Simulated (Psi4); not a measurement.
# singlet C2H2FSi− at 3 levels

Aim: a comparison of 3 runs (HF/3-21G, HSE06/def2-SVPD, TPSSh/def2-SVPD) of singlet C2H2FSi−. 

The calculation is run with Psi4 1.11.

## Step 1: The molecule

C2H2FSi−: 6 atoms, total charge -1, spin state singlet. As SMILES of the parent species, `C#C[SiH]F`. The coordinates come from a PBE0-D4/def2-TZVP relaxation. That shape belongs to the parent species and isn't relaxed for this state.

Bond lengths: C1–C2 1.209 Å, C2–Si3 1.806 Å, Si3–F4 1.599 Å, C1–H5 1.066 Å, Si3–H6 1.485 Å. Angles: C1–C2–Si3 173.2°, C2–Si3–F4 109.8°, C2–C1–H5 179.1°, C2–Si3–H6 111.2°, F4–Si3–H6 108.3°.

## Step 2: A single-point energy at HF/3-21G (run 1)

c2h2fsi.xyz

```xyz
6
C2H2FSi
C      0.118100    -0.680000    -1.605700
C      0.120400    -0.213700    -0.490100
Si     0.338300     0.466700     1.168800
F     -0.478000    -0.412300     2.226800
H      0.100300    -1.089200    -2.590300
H     -0.157100     1.864400     1.244300
```

job.py

```python
import psi4

psi4.set_memory('2200 MB')
psi4.set_num_threads(1)
psi4.set_output_file('output.dat', False)

with open('c2h2fsi.xyz') as f:
    atoms = ''.join(f.readlines()[2:])
geom = psi4.geometry('-1 1\n' + atoms + 'symmetry c1\nno_reorient\nno_com')

psi4.set_options(dict(puream=True, e_convergence=1e-09, d_convergence=1e-08, scf_type='pk'))

E = psi4.energy("hf/3-21G")
print('E =', round(E, 9))
```

On the command line:

```console
$ python job.py
```

output.dat:

```text
[...]
  Running in c1 symmetry.
[...]
  Nuclear repulsion =  130.576000701221858
[...]
  Multiplicity = 1
[...]
  Nalpha       = 19
  Nbeta        = 19
[...]
    Number of basis functions: 44
[...]
   @RHF iter   1:  -462.64909810390986   -1.07775e+00   8.71772e-03 DIIS/ADIIS
[...]
   @RHF iter  14:  -462.73187934301518   -2.72848e-12   5.04380e-09 DIIS
[...]
    Orbital Energies [Eh]
    ---------------------
    Doubly Occupied:
       1A    -68.076370     2A    -25.887219     3A    -10.984583
       4A    -10.981287     5A     -5.877288     6A     -3.973248
       7A     -3.972924     8A     -3.970310     9A     -1.323766
      10A     -0.838331    11A     -0.571906    12A     -0.512482
      13A     -0.419901    14A     -0.407416    15A     -0.388834
      16A     -0.289989    17A     -0.232067    18A     -0.219421
      19A     -0.019090
[...]
  @RHF Final Energy:  -462.73187934301518
   => Energetics <=
    Nuclear Repulsion Energy =            130.5760007012218580
    One-Electron Energy =                -908.7228985775625461
    Two-Electron Energy =                 315.4150185333255649
    Total Energy =                       -462.7318793430151800
[...]
 Multipole Moments:
 ------------------------------------------------------------------------------------
     Multipole            Electronic (a.u.)      Nuclear  (a.u.)        Total (a.u.)
 ------------------------------------------------------------------------------------
 L = 1.  Multiply by 2.5417464519 to convert [e a0] to [Debye]
 Dipole X            :         -4.2794148            3.4173807           -0.8620341
 Dipole Y            :          2.9929181           -3.3332879           -0.3403698
 Dipole Z            :        -44.6171017           42.4878463           -2.1292554
 Magnitude           :                                                    2.3222151
[...]
```

Standard output:

```text
E = -462.731879343
```

Wall time 3.6 s (1 thread of Intel Xeon Platinum 8175M at 2.50GHz (Skylake/Cascade Lake), shared host); peak memory 0.18 GiB.

## Step 3: Energy and forces at HSE06/def2-SVPD (run 2)

c2h2fsi.dat

```
memory 2200 MB

molecule mol {
  -1 1
  C      0.118100    -0.680000    -1.605700
  C      0.120400    -0.213700    -0.490100
  Si     0.338300     0.466700     1.168800
  F     -0.478000    -0.412300     2.226800
  H      0.100300    -1.089200    -2.590300
  H     -0.157100     1.864400     1.244300
  symmetry c1
  no_reorient
  no_com
}

set {
  basis def2-SVPD
  puream true
  e_convergence 1e-09
  d_convergence 1e-08
  scf_type pk
  dft_radial_points 99
  dft_spherical_points 590
}

energy_value, wavefunction = gradient('hse06', return_wfn=True)
print_variables()
```

On the command line:

```console
$ psi4 -i c2h2fsi.dat -o c2h2fsi.out -n 1
```

c2h2fsi.out:

```text
[...]
  Running in c1 symmetry.
[...]
  Nuclear repulsion =  130.576000701221858
[...]
  Multiplicity = 1
[...]
  Nalpha       = 19
  Nbeta        = 19
[...]
    Number of basis functions: 103
[...]
   @RKS iter   1:  -465.84697262638628   -2.70424e-01   7.63243e-03 DIIS/ADIIS
[...]
   @RKS iter  13:  -466.22462261226059   -2.55795e-12   1.81745e-09 DIIS
[...]
    Orbital Energies [Eh]
    ---------------------
    Doubly Occupied:
       1A    -66.033202     2A    -24.551870     3A    -10.036775
       4A    -10.031685     5A     -5.111153     6A     -3.451375
       7A     -3.447829     8A     -3.444917     9A     -0.980662
      10A     -0.564539    11A     -0.382510    12A     -0.339795
      13A     -0.266377    14A     -0.250532    15A     -0.238483
      16A     -0.158917    17A     -0.115393    18A     -0.111629
      19A      0.047701
[...]
  @RKS Final Energy:  -466.22462261226059
   => Energetics <=
    Nuclear Repulsion Energy =            130.5760007012218580
    One-Electron Energy =                -910.9778607349815047
    Two-Electron Energy =                 347.2005527077283205
    DFT Exchange-Correlation Energy =     -33.0233152862292201
    Empirical Dispersion Energy =           0.0000000000000000
    VV10 Nonlocal Energy =                  0.0000000000000000
    Total Energy =                       -466.2246226122605890
[...]
 Multipole Moments:
 ------------------------------------------------------------------------------------
     Multipole            Electronic (a.u.)      Nuclear  (a.u.)        Total (a.u.)
 ------------------------------------------------------------------------------------
 L = 1.  Multiply by 2.5417464519 to convert [e a0] to [Debye]
 Dipole X            :         -4.3038931            3.4173807           -0.8865123
 Dipole Y            :          2.9796796           -3.3332879           -0.3536083
 Dipole Z            :        -44.2749567           42.4878463           -1.7871104
 Magnitude           :                                                    2.0260075
[...]
  -Total Gradient:
     Atom            X                  Y                   Z
    ------   -----------------  -----------------  -----------------
       1       -0.000488431721     0.017770538186     0.040513083506
       2        0.021966599503    -0.019240233936    -0.028053151216
       3       -0.086083141705    -0.026347720901     0.012234738711
       4        0.045832579563     0.031212328378    -0.035332104983
       5       -0.001831283013     0.002274435137     0.004008535851
       6        0.020644583196    -0.005664324949     0.006593879232
[...]
```

Run time: 95 s. Hardware: 1 thread of Intel Xeon Platinum 8175M at 2.50GHz (Skylake/Cascade Lake), shared host; peak memory 0.98 GiB.

## Step 4: The energy at TPSSh/def2-SVPD (run 3)

run.py

```python
import psi4

psi4.set_memory('2200 MB')
psi4.set_num_threads(1)
psi4.set_output_file('output.dat', False)

m = psi4.geometry("""
-1 1
C      0.22317666    -1.28501376    -3.03433324
C      0.22752303    -0.40383447    -0.92615477
Si     0.63929435     0.88193518     2.20871189
F     -0.90328909    -0.77913408     4.20804213
H      0.18953953    -2.05828969    -4.89495758
H     -0.29687597     3.52320539     2.35138622
units bohr
symmetry c1
""")

psi4.set_options({
    'basis': 'def2-SVPD',
    'puream': True,
    'e_convergence': 1e-09,
    'd_convergence': 1e-08,
    'scf_type': 'pk',
    'dft_radial_points': 99,
    'dft_spherical_points': 590,
})

e, wfn = psi4.energy("TPSSH", molecule=m, return_wfn=True)
psi4.oeprop(wfn, "WIBERG_LOWDIN_INDICES", "QUADRUPOLE", "DIPOLE", title="TPSSH")
print(f'TPSSH energy: {e:.10f} Eh')
```

On the command line:

```console
$ python run.py
```

output.dat:

```text
[...]
  Running in c1 symmetry.
[...]
  Nuclear repulsion =  130.576000817599208
[...]
  Multiplicity = 1
[...]
  Nalpha       = 19
  Nbeta        = 19
[...]
    Number of basis functions: 103
[...]
   @RKS iter   1:  -466.11910859055945   -2.30268e-01   7.94882e-03 ADIIS/DIIS
[...]
   @RKS iter  13:  -466.52650378589340   -1.93268e-12   2.44414e-09 DIIS
[...]
    Orbital Energies [Eh]
    ---------------------
    Doubly Occupied:
       1A    -65.779410     2A    -24.401370     3A     -9.939392
       4A     -9.931629     5A     -5.013621     6A     -3.368374
       7A     -3.364559     8A     -3.361256     9A     -0.940886
      10A     -0.535692    11A     -0.363879    12A     -0.317455
      13A     -0.244471    14A     -0.226374    15A     -0.213041
      16A     -0.147341    17A     -0.101863    18A     -0.099308
      19A      0.051301
[...]
  @RKS Final Energy:  -466.52650378589340
   => Energetics <=
    Nuclear Repulsion Energy =            130.5760008175992084
    One-Electron Energy =                -910.9749579018152872
    Two-Electron Energy =                 352.8665540034341461
    DFT Exchange-Correlation Energy =     -38.9941007051114070
    Empirical Dispersion Energy =           0.0000000000000000
    VV10 Nonlocal Energy =                  0.0000000000000000
    Total Energy =                       -466.5265037858933965
[...]
 Multipole Moments:
 ------------------------------------------------------------------------------------
     Multipole            Electronic (a.u.)      Nuclear  (a.u.)        Total (a.u.)
 ------------------------------------------------------------------------------------
 L = 1.  Multiply by 2.5417464519 to convert [e a0] to [Debye]
 Dipole X            :         -1.2006750            0.3634083           -0.8372667
 Dipole Y            :         -1.6716111            1.1874886           -0.4841225
 Dipole Z            :          3.4463759           -3.9704923           -0.5241164
 Magnitude           :                                                    1.1000401
 L = 2.  Multiply by 1.3450342976 to convert [e a0^2] to [Debye ang]
 Quadrupole XX       :        -43.8824975           13.4865847          -30.3959129
 Quadrupole XY       :        -12.0158850           10.8389250           -1.1769600
[...]
```

Standard output:

```text
TPSSH energy: -466.5265037859 Eh
```

Run time: 1.7 min. Hardware: 1 thread of Intel Xeon Platinum 8175M at 2.50GHz (Skylake/Cascade Lake), shared host; peak memory 0.97 GiB.

## Step 5: The series

| run | level | task | integration grid | energy (Eh) | HOMO energy (eV) | LUMO energy (eV) | HOMO–LUMO gap (eV) | wall time |
| --- | --- | --- | --- | --- | --- | --- | --- | --- |
| 1 | HF/3-21G | energy | – | -462.731879 | -0.52 | 9.39 | 9.91 | 3.6 s |
| 2 | HSE06/def2-SVPD | gradient | 99 radial × 590 angular | -466.224623 | 1.30 | 4.14 | 2.84 | 95 s |
| 3 | TPSSh/def2-SVPD | energy | 99 radial × 590 angular | -466.526504 | 1.40 | 4.18 | 2.79 | 1.7 min |

## Step 6: Summary of results

| quantity | value |
| --- | --- |
| run 3: total energy | -466.52650 Eh |
| run 3: HOMO energy | 1.40 eV |
| run 3: LUMO energy | 4.18 eV |
| run 3: HOMO–LUMO gap (to an unbound level, set by the basis) | 2.79 eV |

What this shows: The HOMO–LUMO gap runs from 2.79 eV (TPSSh/def2-SVPD) to 9.91 eV (HF/3-21G). The two ends differ in method and basis. The empty levels of an anion lie above zero and hang on the basis. Totals of different functionals can't be ranked against each other. In runs 2, 3 the HOMO lies above zero, from self-interaction, a short basis or an electron that isn't bound. All runs together took 3.4 min, the longest 1.7 min.
